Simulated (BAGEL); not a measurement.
**GeNH2F2 (SMILES [NH2][Ge]([F])[F]): UHF/6-31G(d) (density fitting with qzvpp-jkfit, spherical functions)**

Aim: the vertical doublet–quartet gap of GeNH2F2 at UHF/6-31G* (density fitting with qzvpp-jkfit, spherical functions), from 2 runs. 

The calculation is run with BAGEL 1.2.2.

5 further runs of the same task are left out: 3 that didn't finish, 2 set aside as unsound or not needed. Runs told in other sessions of the task aren't counted.

**1. The system as given**

GeNH2F2 has 6 atoms, charge 0, and is taken as a doublet. As SMILES, `[NH2][Ge]([F])[F]`. The shape is that of a PBE0-D4/def2-TZVP optimisation. This is one conformer, not always the lowest.

Bond lengths: N1–Ge2 1.835 Å, Ge2–F3 1.736 Å, Ge2–F4 1.736 Å, N1–H5 1.013 Å, N1–H6 1.013 Å. Angles: N1–Ge2–F3 105.1°, N1–Ge2–F4 105.2°, F3–Ge2–F4 106.0°, Ge2–N1–H5 113.8°, Ge2–N1–H6 113.8°, H5–N1–H6 109.2°.

**2. The energy at UHF/6-31G(d) (density fitting with qzvpp-jkfit, spherical functions)**

The input, hf.json:

```json
{ "bagel" : [

{
  "title" : "molecule",
  "basis" : "6-31gs.json",
  "df_basis" : "qzvpp-jkfit",
  "angstrom" : true,
  "geometry" : [
    { "atom" : "N", "xyz" : [      -0.210000,       0.851700,      -0.337900 ] },
    { "atom" : "Ge", "xyz" : [      -0.063300,      -0.777400,       0.494800 ] },
    { "atom" : "F", "xyz" : [       1.530800,      -0.792600,       1.183100 ] },
    { "atom" : "F", "xyz" : [      -0.040400,      -1.943900,      -0.791100 ] },
    { "atom" : "H", "xyz" : [      -0.118800,       1.641600,       0.290300 ] },
    { "atom" : "H", "xyz" : [      -1.056300,       0.956600,      -0.885200 ] }
  ]
},

{ "title" : "uhf", "nopen" : 1 },

{ "title" : "print", "file" : "orbitals.molden", "orbitals" : true }

]}
```

The basis set 6-31G* is read from a file made from the Basis Set Exchange's data (not shown).

Run with:

```
$ BAGEL_NUM_THREADS=1 BAGEL hf.json > hf.out
```

Log:

```text
* using 1 threads per process

  ===============================================================
  ===============================================================

  *** Geometry ***

  { "atom" : "N", "xyz" : [     -0.396842,      1.609480,     -0.638538 ] },
  { "atom" : "Ge", "xyz" : [     -0.119620,     -1.469073,      0.935036 ] },
  { "atom" : "F", "xyz" : [      2.892793,     -1.497797,      2.235735 ] },
  { "atom" : "F", "xyz" : [     -0.076345,     -3.673439,     -1.494962 ] },
  { "atom" : "H", "xyz" : [     -0.224499,      3.102174,      0.548587 ] },
  { "atom" : "H", "xyz" : [     -1.996118,      1.807712,     -1.672786 ] },

  Number of auxiliary basis functions:      533

  Since a DF basis is specified, we compute 2- and 3-index integrals:
    o Being stored without compression. Storage requirement is 0.026 GB

  Number of basis functions:       78
  Number of electrons      :       59

    * METHOD: MOLECULE                             0.30

  *** Open-shell HF ***

  === Nuclear Repulsion ===
   306.3013028252

      * DIIS with orbital gradients will be used.

  === UHF iteration (6-31gs.json) ===
      0      -2329.27242952          0.05051024           0.21
      1      -2329.47615251          0.03492764           0.21
      2      -2329.55896702          0.02260708           0.20
      3      -2329.61551907          0.00117644           0.20
      4      -2329.61612400          0.00054408           0.20
      5      -2329.61629793          0.00013221           0.20
      6      -2329.61631738          0.00004426           0.19
      7      -2329.61632025          0.00001957           0.19
      8      -2329.61632097          0.00000971           0.20
      9      -2329.61632124          0.00000708           0.20
     10      -2329.61632140          0.00000276           0.20
     11      -2329.61632143          0.00000124           0.19
     12      -2329.61632144          0.00000066           0.20
     13      -2329.61632144          0.00000033           0.20
     14      -2329.61632144          0.00000016           0.20
     15      -2329.61632144          0.00000007           0.20
     16      -2329.61632144          0.00000004           0.21
     17      -2329.61632144          0.00000002           0.21
     18      -2329.61632144          0.00000002           0.20
     19      -2329.61632144          0.00000001           0.21
     20      -2329.61632144          0.00000000           0.20
    * SCF iteration converged.

    * S^2 (UHF) is 0.7646

    * Permanent dipole moment:
           (    1.310174,    -0.954584,    -0.486569) a.u.

    * METHOD: UHF                                  4.46

    * METHOD: PRINT                                0.01

  ===============================================================
```

Run time: 5.1 s. Hardware: 1 thread of Arm Neoverse V2, shared host; peak memory 0.13 GiB.

**3. The quartet at the same level**

The input, job.json:

```json
{ "bagel" : [

{
  "title" : "molecule",
  "basis" : "6-31gs.json",
  "df_basis" : "qzvpp-jkfit",
  "angstrom" : true,
  "geometry" : [
    { "atom" : "N", "xyz" : [      -0.210000,       0.851700,      -0.337900 ] },
    { "atom" : "Ge", "xyz" : [      -0.063300,      -0.777400,       0.494800 ] },
    { "atom" : "F", "xyz" : [       1.530800,      -0.792600,       1.183100 ] },
    { "atom" : "F", "xyz" : [      -0.040400,      -1.943900,      -0.791100 ] },
    { "atom" : "H", "xyz" : [      -0.118800,       1.641600,       0.290300 ] },
    { "atom" : "H", "xyz" : [      -1.056300,       0.956600,      -0.885200 ] }
  ]
},

{
  "title" : "uhf",
  "nopen" : 3
},

{
  "title" : "print",
  "file" : "orbitals.molden",
  "orbitals" : true
}

]}
```

The basis set 6-31G* is read from a file made from the Basis Set Exchange's data (not shown).

Run with:

```
$ BAGEL_NUM_THREADS=1 BAGEL job.json > job.out
```

Log:

```text
* using 1 threads per process

  ===============================================================
  ===============================================================

  *** Geometry ***

  { "atom" : "N", "xyz" : [     -0.396842,      1.609480,     -0.638538 ] },
  { "atom" : "Ge", "xyz" : [     -0.119620,     -1.469073,      0.935036 ] },
  { "atom" : "F", "xyz" : [      2.892793,     -1.497797,      2.235735 ] },
  { "atom" : "F", "xyz" : [     -0.076345,     -3.673439,     -1.494962 ] },
  { "atom" : "H", "xyz" : [     -0.224499,      3.102174,      0.548587 ] },
  { "atom" : "H", "xyz" : [     -1.996118,      1.807712,     -1.672786 ] },

  Number of auxiliary basis functions:      533

  Since a DF basis is specified, we compute 2- and 3-index integrals:
    o Being stored without compression. Storage requirement is 0.026 GB

  Number of basis functions:       78
  Number of electrons      :       59

    * METHOD: MOLECULE                             0.29

  *** Open-shell HF ***

  === Nuclear Repulsion ===
   306.3013028252

      * DIIS with orbital gradients will be used.

  === UHF iteration (6-31gs.json) ===
      0      -2329.07649605          0.04315885           0.21
      1      -2329.23937502          0.03192422           0.20
      2      -2329.30848914          0.02126513           0.21
      3      -2329.36060778          0.00123062           0.21
      4      -2329.36198143          0.00067024           0.21
      5      -2329.36258303          0.00030138           0.21
      6      -2329.36286742          0.00020805           0.22
      7      -2329.36306913          0.00015400           0.22
      8      -2329.36315841          0.00009689           0.20
      9      -2329.36319963          0.00004888           0.21
     10      -2329.36320925          0.00002865           0.20
     11      -2329.36321115          0.00001743           0.20
     12      -2329.36321223          0.00000971           0.19
     13      -2329.36321255          0.00000483           0.20
     14      -2329.36321260          0.00000276           0.21
     15      -2329.36321262          0.00000165           0.20
     16      -2329.36321263          0.00000120           0.19
     17      -2329.36321263          0.00000076           0.20
     18      -2329.36321263          0.00000040           0.21
     19      -2329.36321263          0.00000030           0.21
     20      -2329.36321264          0.00000025           0.21
     21      -2329.36321264          0.00000020           0.21
     22      -2329.36321264          0.00000017           0.21
     23      -2329.36321264          0.00000015           0.20
     24      -2329.36321264          0.00000012           0.21
     25      -2329.36321264          0.00000009           0.21
     26      -2329.36321264          0.00000005           0.21
     27      -2329.36321264          0.00000003           0.20
     28      -2329.36321264          0.00000002           0.21
     29      -2329.36321264          0.00000001           0.21
     30      -2329.36321264          0.00000001           0.19
    * SCF iteration converged.

    * S^2 (UHF) is 3.7616

    * Permanent dipole moment:
           (    0.826998,    -1.048244,    -0.050813) a.u.

    * METHOD: UHF                                  6.61

    * METHOD: PRINT                                0.01

  ===============================================================
```

Run time: 7.2 s. Hardware: 1 thread of Arm Neoverse V2, shared host; peak memory 0.12 GiB.

**4. What came out**

At UHF/6-31G* (density fitting with qzvpp-jkfit, spherical functions):

```
                                        quantity           value
                           doublet: total energy  -2329.61632 Eh
                          doublet: dipole moment          4.30 D
                                   doublet: ⟨S²⟩           0.765
                           quartet: total energy  -2329.36321 Eh
                          quartet: dipole moment          3.40 D
                                   quartet: ⟨S²⟩           3.762
vertical energy of the quartet above the doublet        6.887 eV
```

At this shape the quartet lies 6.89 eV (159 kcal/mol) above the doublet.
